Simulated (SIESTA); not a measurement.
MgSi under changes of volume

One of the cells (18.046 Å³/atom); the others are scaled copies at fixed shape and fractional positions:

```xyz
4
Lattice="1.5125 -5.4620 0.0000 1.5125 5.4620 0.0000 0.0000 0.0000 4.3689" Properties=species:S:1:pos:R:3 pbc="T T T"
Si    1.5125   -0.7716    3.2767
Si    1.5125    0.7716    1.0922
Mg    1.5125    3.6226    1.0922
Mg    1.5125   -3.6226    3.2767
```

The cell comes from a database or a generator and needn't be the stable form of this composition.

- Program: SIESTA 5.4.2
- Functional: PBEsol
- Potentials or basis: PseudoDojo 0.4 standard (PBEsol files)
- Basis: DZP (energy shift 0.003 Ry; two zetas on semicore shells)
- Grid cutoff: 800 Ry
- Energy shift: 0.003 Ry
- k mesh: 9 × 9 × 6
- Occupations: fermi-dirac, width 0.05 eV
- Spin: no spin polarisation

| volume (Å³/atom) | energy over the lowest point (meV/atom) | pressure (GPa) | largest force (eV/Å) |
| --- | --- | --- | --- |
| 16.630 | 14.42 | 4.6 | 0.191 |
| 16.984 | 6.14 | 3.0 | 0.186 |
| 17.338 | 1.20 | 1.6 | 0.191 |
| 18.046 | 0.00 | -0.9 | 0.189 |
| 18.400 | 3.15 | -1.9 | 0.188 |
| 18.754 | ? | ? | ? |

Q: What does the run at 18.754 Å³/atom give?

A: Energy over the lowest point 8.47 meV/atom; pressure -2.9 GPa; largest force 0.187 eV/Å.

Worked out: A Birch-Murnaghan fit of order 3 (a polynomial in V^(-2/3)) to the other rows has its minimum at 17.77 Å³/atom with B0 = V·E''(V) = 60 GPa and B' = 4.5 at fixed shape and positions, which overstates the stiffness. It gives 8.46 meV/atom at 18.754 Å³/atom, against the run's 8.47, and -dE/dV = -2.9 GPa, against -2.9.

Energies are extrapolated to zero smearing.

Caveats: the basis of atomic orbitals isn't converged, which shifts pressures, moduli and gaps.
